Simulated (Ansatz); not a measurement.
a series on the Cu3Au structure: CaMg3, Sr3Ca, Ba3Ca, a table of relaxed lattice constants and trends

Program: Ansatz's Python interface.

Notebook, run cell by cell (the value of a cell's last expression is shown):

In [1]:
```python
import ansatz
import numpy as np

config = {
    "xc": "r2scan",
    "k_spacing": 0.33,
    "filling": "gaussian",
    "width_ev": 0.1,
}
```

In [2]:
```python
def cu3au(first, second, a):
    return (
        ansatz.Lattice.cubic(a)
        .space_group(221)
        .atom(first, (0, 0, 0))
        .atom(second, (0, 0.5, 0.5))
    )
```

In [3]:
```python
def solve(name, crystal, relax=True):
    calc = (
        crystal.calculation()
        .functional(config["xc"])
        .basis(20 * ansatz.Ha)
        .kpoints(spacing=config["k_spacing"])
        .occupations(config["filling"], width=config["width_ev"])  # fractional filling near the Fermi level
        .stress()
        .band_table()  # levels at the mesh points
    )
    if relax:
        calc = calc.relax(force_tolerance=0.03, cell=True)
    return calc.run(threads=1)
```

In [4]:
```python
def bulk_modulus(name, outcome, step=0.02):
    # B = -V dP/dV from the pressures of two uniformly scaled cells, atoms held at their fractions
    pressure = []
    for factor in (1 - step, 1.0, 1 + step):
        cell = ansatz.Crystal(lattice=ansatz.Lattice.of(outcome.lattice.cell_ang * factor ** (1 / 3)))
        for site in outcome.report["lattice"]["sites"]:
            cell = cell.atom(site["symbol"], site["position_frac"])
        pressure.append(np.trace(solve(name, cell, relax=False).report["stress_gpa"]) / 3)
    slope, bend = (pressure[0] - pressure[2]) / (2 * step), abs(pressure[0] + pressure[2] - 2 * pressure[1])
    # a jump of mesh or basis between the cells shows as a kink: no modulus then
    return float(slope) if bend < 12 * step**2 * abs(slope) + 0.15 and abs(pressure[1]) < 1.5 else float("nan")
```

In [5]:
```python
def volume_per_atom(outcome):
    return abs(np.linalg.det(outcome.lattice.cell_ang)) / len(outcome.lattice.sites)

# the lattice constants below are starting guesses
phases = {}
phases["CaMg3"] = cu3au("Ca", "Mg", 4.75)
phases["Sr3Ca"] = cu3au("Ca", "Sr", 5.56)
phases["Ba3Ca"] = cu3au("Ca", "Ba", 5.86)
```

In [6]:
```python
done = {}
for name, crystal in phases.items():
    done[name] = solve(name, crystal)
    print(f"{name}: {done[name].report['energy_sigma0_ev']:.4f} eV, {len(done[name].lattice.sites)} atoms")
```
```text
CaMg3: -7600.9611 eV, 4 atoms
Sr3Ca: -12486.9816 eV, 4 atoms
Ba3Ca: -19714.8784 eV, 4 atoms
```

In [7]:
```python
rows = [(name, float(np.linalg.norm(o.lattice.cell_ang[0])), volume_per_atom(o), bulk_modulus(name, o)) for name, o in done.items()]
print("  compound       a (A)  V (A^3/atom)     B (GPa)")
for row in rows:
    print(f"{str(row[0]):>10}  {row[1]:10.3f}  {row[2]:12.3f}  {row[3]:10.0f}")
```
```text
  compound       a (A)  V (A^3/atom)     B (GPa)
     CaMg3       4.764        27.038          31
     Sr3Ca       5.978        53.414          13
     Ba3Ca       6.223        60.234          10
```

From smallest to largest: CaMg3 (27.04 Å³), Sr3Ca (53.41 Å³) and Ba3Ca (60.23 Å³). The largest is 123 % above the smallest.

What to keep in mind:
- Absolute energies stand on the zero of these potentials, so only differences at equal settings mean something.
- The bulk modulus is taken at fixed shape and positions, an upper value where these are free.
- Pressure is positive in compression.
- The cells are built on a prototype by substitution; a member may or may not take this structure in nature.
- Run time: 2.8 min on 1 thread of Arm Neoverse V2 (shared host), peak memory 1.1 GiB.

(Lines on the test bed's own set-up are left out of the output.)
